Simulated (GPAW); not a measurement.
CaSi2Sb2 in GPAW: the effect of functional

The system is CaSi2Sb2.

```
Ca Si Sb
1.0
     4.99739    0.00000    0.00000
    -2.49870    4.32787    0.00000
     0.00000    0.00000    5.86169
Ca Si Sb
1 2 2
Cartesian
  0.0000 0.0000 0.0000
  0.0000 2.8852 1.5034
  2.4987 1.4426 4.3583
  0.0000 2.8852 4.2345
  2.4987 1.4426 1.6272
```

The cell was built by a generator and needn't be a form met in nature.

Alike in all runs:

```yaml
Program: GPAW 26.7.0
Task: band structure
Cutoff: 600 eV
Basis: pw
k_mesh: 5 × 5 × 4
Occupations: fermi-dirac, width 0.05 eV
Spin: no spin polarisation
```

Problem. One run gave: pressure -3.5 GPa; largest force 0.16 eV/Å. Which functional did it use?
A. revPBE
B. LDA
C. PBEsol
D. RPBE

Solution. B.

```csv
functional,potentials or basis,pressure (GPa),largest force (eV/Å)
LDA,the program's PAW data sets (release 1.2.1) made for this functional,-3.5,0.16
PBEsol,PAW data sets generated in the run's folder for this functional,-2.3,0.13
RPBE,the program's PAW data sets (release 1.2.1) made for this functional,1.3,0.10
revPBE,the program's PAW data sets (release 1.2.1) made for this functional,1.0,0.10
```

Runs at the PBE level aren't shown here.
